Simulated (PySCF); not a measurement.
# How the numerical set-up moves the result for Tl⁻ (triplet)

Which parts of the numerical set-up matter for Tl⁻ (triplet)? Each run edits the base script.

Program: PySCF 2.14.0. Level of theory: method and basis as typed in the scripts. These are calculated values, not measurements.

4 further runs of the same task are left out: 2 for a known fault of the program, 2 that didn't finish.

### Step 1. The atom

Tl⁻ (triplet): 1 atom, charge -1, spin multiplicity 3.

### Step 2. The run that the others are compared with

File input.py:

```python
from pyscf import gto, scf, mp

mol = gto.M(
    atom='Tl 0 0 0',
    basis='sapporo-dkh3-dzp-2012',
    charge=-1,
    spin=2,
    verbose=4,
)
mf = scf.UHF(mol)
mf = mf.sfx2c1e()
mf.kernel()
mp.MP2(mf).kernel()
mf.dip_moment()
print('orbital energies (hartree):', [e[max(0, n-3):n+3].round(4) for e, n in zip(mf.mo_energy, mol.nelec)])
```

Run with:

```bash
> OMP_NUM_THREADS=1 python input.py
```

Its log is not repeated here.

Base result: E(SCF) = -20245.366239 Eh, 9 cycles, E(MP2) − E(SCF) = -0.66437 Eh, ⟨S²⟩ = 2.011.

The triplet is typed in the script; nothing here shows that it is the ground state.

### Step 3. Cc-pvtz-dk

Run 1 changes basis set: sapporo-dkh3-dzp-2012 → cc-pvtz-dk.

File input.py:

```python
from pyscf import gto, scf, mp

mol = gto.M(
    atom='Tl 0 0 0',
    basis='cc-pvtz-dk',
    charge=-1,
    spin=2,
    verbose=4,
)
mf = scf.UHF(mol)
mf = mf.sfx2c1e()
mf.kernel()
mp.MP2(mf).kernel()
mf.dip_moment()
print('orbital energies (hartree):', [e[max(0, n-3):n+3].round(4) for e, n in zip(mf.mo_energy, mol.nelec)])
```

Run with:

```bash
> OMP_NUM_THREADS=1 python input.py
```

### Step 4. Crenbl (core potential on, X2C off)

Run 2 changes basis set: sapporo-dkh3-dzp-2012 → crenbl; core potential: off → on; spin-free X2C: on → off. The core potential changes with it: totals don't compare.

Changes to input.py since step 2:

```diff
@@ -4,3 +4,4 @@
     atom='Tl 0 0 0',
-    basis='sapporo-dkh3-dzp-2012',
+    basis='crenbl',
+    ecp={'Tl': 'crenbl'},
     charge=-1,
@@ -10,3 +11,2 @@
 mf = scf.UHF(mol)
-mf = mf.sfx2c1e()
 mf.kernel()
```

### Step 5. X2c-tzvpall

Run 3 changes basis set: sapporo-dkh3-dzp-2012 → x2c-tzvpall.

Changes to input.py since step 2:

```diff
@@ -4,3 +4,3 @@
     atom='Tl 0 0 0',
-    basis='sapporo-dkh3-dzp-2012',
+    basis='x2c-tzvpall',
     charge=-1,
```

### Step 6. Spin-free X2C off

Run 4 changes spin-free X2C: on → off.

Changes to input.py since step 2:

```diff
@@ -10,3 +10,2 @@
 mf = scf.UHF(mol)
-mf = mf.sfx2c1e()
 mf.kernel()
```

### Step 7. Cartesian functions on

Run 5 changes Cartesian functions: off → on.

Changes to input.py since step 2:

```diff
@@ -7,2 +7,3 @@
     spin=2,
+    cart=True,
     verbose=4,
```

**Question.** What will these runs give? Wanted: for each run, E(SCF); from base; gap, α spin; after the SCF.

As calculated:

```csv
run,E(SCF) (hartree),from base (eV),cycles,"gap, α spin (eV)",functions,after the SCF
base,-20245.366239,0,9,4.76,73,MP2 correlation -18.078 eV
cc-pvtz-dk,-20247.694606,-63.3581,9,4.94,68,MP2 correlation -5.352 eV
"crenbl (core potential on, X2C off)",-50.060802,not comparable,9,5.20,32,MP2 correlation -5.158 eV
x2c-tzvpall,-20247.402125,-55.3993,9,5.21,83,MP2 correlation -17.705 eV
spin-free X2C off (poor choice),-16295.344531,not comparable,12,6.08,73,MP2 correlation -17.306 eV
Cartesian functions on,-20245.453711,-2.3802,9,4.75,85,MP2 correlation -21.240 eV
```

Of the runs whose energies can be compared, “cc-pvtz-dk” moves the SCF energy most (-63.358 eV). cc-pvtz-dk (68 functions) gives an energy 63.36 eV lower than sapporo-dkh3-dzp-2012 (73); size alone doesn't order basis sets of different families. x2c-tzvpall (83 functions) gives an energy 55.40 eV lower than sapporo-dkh3-dzp-2012 (73). The dearest run is “cc-pvtz-dk”, at 25 s against 4.8 s. Rows marked «poor choice» come from settings spoiled on purpose.
